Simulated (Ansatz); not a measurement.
# CdTe: the cost of one run

All numbers are computed with the Python package of Ansatz 0.2.0. Level of theory: DFT PBE, plane waves, PAW.

The COD entry's cell or inner coordinates are ideal or old and differ from later refinements, so a difference from it is no clean test against experiment.

### 1 The system

The structure is cubic, space group F-43m (No. 216). Conventional cell: a = 6.410 Å, b = 6.410 Å, c = 6.410 Å, α = 90.00°, β = 90.00°, γ = 90.00°. Around Cd (site symmetry -43m) lie 4 Te at 2.78 Å. Te (site symmetry -43m) is surrounded by 4 Cd at 2.78 Å.

The script holds or builds the structure itself.

### 2 The script

cdte.py

```python
"""Convergence of CdTe with the k-point mesh."""

import csv

import ansatz
from ase import Atoms

atoms = Atoms(
    ["Cd", "Te"],
    scaled_positions=[
        [0.0, 0.0, 0.0],
        [0.25, 0.25, 0.25],
    ],
    cell=[
        [0.0, 3.205, 3.205],
        [3.205, 0.0, 3.205],
        [3.205, 3.205, 0.0],
    ],
    pbc=True,
)
xtal = ansatz.Crystal.from_ase(atoms)

calc = xtal.calculation()
calc = calc.functional("pbe")
calc = calc.scf(tolerance=1e-09)
calc = calc.basis(35 * ansatz.Ry)
calc = calc.pseudopotentials("paw")
calc = calc.occupations("fixed")
calc = calc.band_table()

rows = []
for value in [(2, 2, 2), (4, 4, 4), (6, 6, 6), (8, 8, 8)]:
    r = calc.kpoints(*value).run(threads=1).report
    rows.append((value, r["free_energy_ev"] / len(r["lattice"]["sites"]), r["n_iterations"], r["gap_by_band_count_ev"], r["n_kpoints"]))

with open("kconv.csv", "w", newline="") as handle:
    writer = csv.writer(handle)
    writer.writerow(["mesh", "F/atom (eV)", "iterations", "gap by band count (eV)", "k-points"])
    writer.writerows([round(v, 5) if isinstance(v, float) else v for v in row] for row in rows)

# the last row is the reference
for row in rows[:-1]:
    shift = 1000 * (row[1] - rows[-1][1])
    print(f"{row[0]}: {shift:+.2f} meV/atom" + ("  (within 5 meV)" if abs(shift) < 5 else ""))
```

### 3 The calls as engine input

The package turns the script's settings into the engine's input (first run):

```yaml
crystal:
  lattice:
    - [0.0, 3.205, 3.205]
    - [3.205, 0.0, 3.205]
    - [3.205, 3.205, 0.0]
  atoms:
    - { symbol: Cd, position: [0.0, 0.0, 0.0] }
    - { symbol: Te, position: [0.25, 0.25, 0.25] }
basis:
  ecutwfc: 476.19925930478996
kpoints:
  mp_grid:
    grid: [2, 2, 2]
hamiltonian:
  xc: pbe
  pseudopotentials:
    kind: paw
scf:
  convergence:
    dr2_threshold: 1.0e-09
  occupations:
    method: fixed
output:
  eigenvalues: true
```

### 4 Launch

Started as:

```
> python cdte.py
```

Q: Estimate wall time and peak memory on 1 thread of Arm Neoverse V2, shared host.

About 7.4 s, with a peak of 0.42 GiB.
